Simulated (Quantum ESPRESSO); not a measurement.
Y3N: phonons with PBE

Y3N:

```
Y N
1.0
     0.00000    3.60671    3.60671
     3.60671    0.00000    3.60671
     3.60671    3.60671    0.00000
Y N
3 1
Direct
  0.25000 0.25000 0.25000
  0.75000 0.75000 0.75000
  0.50000 0.50000 0.50000
  0.00000 0.00000 0.00000
```

The cell was built by a generator and needn't be a form met in nature.

* Program: Quantum ESPRESSO 7.5
* Task: phonons
* Functional: PBE
* Potentials or basis: SG15 PBE 1.2
* Cutoff: 1197 eV
* Density cutoff: 4789 eV
* k mesh: 2 × 2 × 2, shifted
* Occupations: fermi-dirac, width 0.05 eV
* Spin: no spin polarisation
* Mixing beta: 0.5
* Most SCF iterations: 120
* SCF threshold: 8e-10 Ry

```json
{"Pressure after relaxing": "-1.5 GPa", "Highest phonon frequency at Γ, LO-TO splitting left out": "122 cm⁻¹", "Most unstable mode": "224i cm⁻¹"}
```

Levels at points of the mesh, in eV from the valence-band top:
| k point | band 14 | band 15 | band 16 | band 17 | band 18 | band 19 | band 20 | band 21 | band 22 | band 23 |
| --- | --- | --- | --- | --- | --- | --- | --- | --- | --- | --- |
| (0.25, 0.25, 0.25) | -3.38 | -2.45 | -2.45 | -0.94 | -0.42 | -0.42 | 0.17 | 0.59 | 0.59 | 1.77 |

Phonon frequencies in cm⁻¹ (negative: imaginary):
```csv
q point,frequencies
"(0.000, 0.000, 0.000)",-224 -224 -224 -56 -56 -56 25 25 25 122 122 122
```

Optical modes at Γ, degenerate ones joined, polar ones without the macroscopic field:
| cm⁻¹ | components | symmetry | active in |
| --- | --- | --- | --- |
| 231i | 3 | T1u | IR |
| 56i | 3 | T1u | IR |
| 122 | 3 | T2g | Raman |

Run time: 3.3 min on 1 thread of AMD EPYC 9R45 96-Core Processor (Zen 5) (shared host), peak memory 0.21 GiB.

Caveat: the k mesh is coarse (spacing up to 0.75 Å⁻¹), so the values aren't converged; some modes are imaginary; before the sum rule the acoustic modes lie tens of cm⁻¹ from zero, a sign that the density grid also shifts the optical modes; the gap on the mesh is small and may close between mesh points, in which case fixed occupations spoil the response.
